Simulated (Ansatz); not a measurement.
# CH7AlGe: rigid scan of one bond length in Python

Wanted for CH7AlGe: a rigid scan of one bond length. SMILES: [CH3][AlH][GeH3].

Program: Ansatz 0.2.0, driven from Python. Level of theory: Hartree-Fock/def2-SVP. These are calculated values, not measurements.

### Step 1. The structure

Bond lengths: C1–Al2 1.924 Å, Al2–Ge3 2.417 Å, C1–H4 1.149 Å, C1–H5 1.160 Å, C1–H6 1.116 Å, Al2–H7 1.605 Å, Ge3–H8 1.531 Å, Ge3–H9 1.579 Å, Ge3–H10 1.590 Å. Angles (14 of 15 angles, heavy atoms first): C1–Al2–Ge3 118.9°, C1–Al2–H7 121.2°, Ge3–Al2–H7 119.8°, Al2–C1–H4 109.7°, Al2–C1–H5 111.2°, Al2–C1–H6 113.6°, Al2–Ge3–H8 110.8°, Al2–Ge3–H9 111.3°, Al2–Ge3–H10 110.1°, H4–C1–H5 106.5°, H4–C1–H6 109.9°, H5–C1–H6 105.7°, H8–Ge3–H9 111.4°, H8–Ge3–H10 106.6°.

The script holds or builds the structure itself.

### Step 2. Script

The input, scan.py:

```python
"""Stretching a bond of CH7AlGe, the rest held rigid."""

import ansatz as az
from ase import Atoms
import matplotlib.pyplot as plt
import numpy as np


def main() -> None:
    atoms = Atoms(["C", "Al", "Ge", "H", "H", "H", "H", "H", "H", "H"], positions=[
        (-1.2588, 1.1527, -0.7317),
        (0.2481, -0.0385, -0.8489),
        (1.0393, -1.1244, 1.1604),
        (-0.993, 2.0486, -0.0639),
        (-1.5314, 1.5873, -1.772),
        (-2.1883, 0.6617, -0.3574),
        (0.9894, -0.3077, -2.2473),
        (1.0189, -2.6469, 0.9985),
        (0.2093, -0.6673, 2.4232),
        (2.5496, -0.7167, 1.4421),
    ])
    system = az.Crystal.molecule_from_ase(atoms)

    symbols = [site.symbol for site in system.cartesian_sites]
    start = np.array([site.position_ang for site in system.cartesian_sites])
    axis = (start[6] - start[1]) / np.linalg.norm(start[6] - start[1])
    moving = [6]
    lengths, energies = [1.413, 1.477, 1.541, 1.605, 1.67, 1.734, 1.798, 1.894], []
    for length in lengths:
        xyz = start.copy()
        xyz[moving] += (length - np.linalg.norm(start[6] - start[1])) * axis
        point = az.Crystal.molecule()
        for symbol, place in zip(symbols, xyz):
            point = point.atom(symbol, place.tolist())
        base = point.calculation().basis(gaussian="def2-SVP").functional("hf")
        data = base.run(threads=1).report
        energies.append(data["free_energy_ev"])
        print(f"r = {length:6.3f} A  E = {energies[-1]:.5f} eV  <S^2> = {abs(data['mean_field']['state']['spin_squared']):.3f}")

    # quartic fit about the minimum
    fit = np.polynomial.Polynomial.fit(lengths, np.array(energies) - min(energies), 4).convert()
    roots = [r.real for r in fit.deriv().roots() if abs(r.imag) < 1e-9 and fit.deriv(2)(r.real) > 0]
    r_e = min(roots, key=lambda r: abs(r - lengths[int(np.argmin(energies))]))
    print(f"minimum of the fit at {r_e:.4f} A, force constant {fit.deriv(2)(r_e):.2f} eV/A^2")
    plt.figure(figsize=(4.5, 3))
    plt.plot(lengths, np.array(energies) - min(energies), "o-")
    plt.xlabel("bond length (A)")
    plt.ylabel("E - E(min) (eV)")
    plt.tight_layout()
    plt.savefig("scan.png", dpi=100)


if __name__ == "__main__":
    main()
```

### Step 3. What the engine is handed

The package turns the script's settings into the engine's input (first run):

```yaml
crystal:
  periodic: [false, false, false]
  atoms:
    - { symbol: C, position_ang: [-1.2588, 1.1527, -0.7317] }
    - { symbol: Al, position_ang: [0.2481, -0.0385, -0.8489] }
    - { symbol: Ge, position_ang: [1.0393, -1.1244, 1.1604] }
    - { symbol: H, position_ang: [-0.993, 2.0486, -0.0639] }
    - { symbol: H, position_ang: [-1.5314, 1.5873, -1.772] }
    - { symbol: H, position_ang: [-2.1883, 0.6617, -0.3574] }
    - { symbol: H, position_ang: [0.9005322226645842, -0.2754280376923055, -2.0796584246245176] }
    - { symbol: H, position_ang: [1.0189, -2.6469, 0.9985] }
    - { symbol: H, position_ang: [0.2093, -0.6673, 2.4232] }
    - { symbol: H, position_ang: [2.5496, -0.7167, 1.4421] }
basis:
  gaussian:
    orbitals: def2-SVP
hamiltonian:
  xc: hf
```

### Step 4. The run

Launch:

```
> python scan.py
```

**Question.** What results will this script give? Wanted: range of energy; lowest point, distance.

**Answer**, as computed:

| quantity | value |
| --- | --- |
| bond length at the fit's minimum | 1.5866 Å |
| runs compared | 8 |
| range of energy | 0.457 eV |
| lowest point, distance (Å) | 1.60 |

**Reading.** The curve has its lowest point inside the range, at 1.60. The ends stand 0.268 and 0.457 eV above it. The distance scanned is the script's pair 1, 6. Reading the output:
- The rest of the molecule is held rigid at a force-field or estimated start geometry, and the basis set is modest; single-reference methods fail as a bond breaks.
- The orbitals are restricted, so S² is zero by construction.
